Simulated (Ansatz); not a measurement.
CsSi2:

```xyz
3
Lattice="6.3716 0.0000 0.0000 -3.1858 5.5179 0.0000 0.0000 0.0000 4.4787" Properties=species:S:1:pos:R:3 pbc="T T T"
Cs    0.0000    0.0000    0.0000
Si    3.1858    1.8393    1.1214
Si    3.1858    1.8393    3.3572
```

The cell was built by a generator and needn't be a form met in nature.

```yaml
Program: Ansatz 0.2.0
Task: relaxation of cell and atoms
Functional: RPBE
Potentials_or_basis: Ansatz PAW
Cutoff: "420 eV (not typed: the program's choice for these potentials)"
k_mesh: 5 × 5 × 6
Occupations: fermi-dirac, width 0.05 eV
Spin: no spin polarisation
```

At the start: volume 52.49 Å³/atom.

Problem. How do energy, volume and symmetry change on relaxing?

Solution. It ends after 7 steps and the volume is 54.24 Å³/atom (+3.3 %); space group P-6m2 (No. 187, to 0.05 Å).

Step by step:
| step | energy change (eV) | largest force (eV/Å) | volume (Å³) |
| --- | --- | --- | --- |
| 1 | 0.0000 | 0.1475 | 157.46 |
| 2 | -0.0156 | 0.0136 | 158.92 |
| 3 | -0.0280 | 0.4750 | 161.83 |
| 4 | -0.0336 | 0.0750 | 163.39 |
| 5 | -0.0340 | 0.0007 | 162.82 |
| 6 | -0.0340 | 0.0019 | 162.73 |
| 7 | -0.0343 | 0.0018 | 162.73 |

Final structure:
```
Cs Si
1.0
     6.54313    0.00000    0.00000
    -3.27156    5.66652    0.00000
     0.00000    0.00000    4.38909
Cs Si
1 2
Direct
  0.00000 0.00000 0.00000
  0.66667 0.33333 0.24998
  0.66667 0.33333 0.75002
```

Caveat: the plane-wave basis is chosen anew once the cell has moved, so the energies of steps on either side of that aren't comparable; the PAW data sets come from PBE, with cores solved anew for the run's functional, which leaves a small shift of forces and pressure.
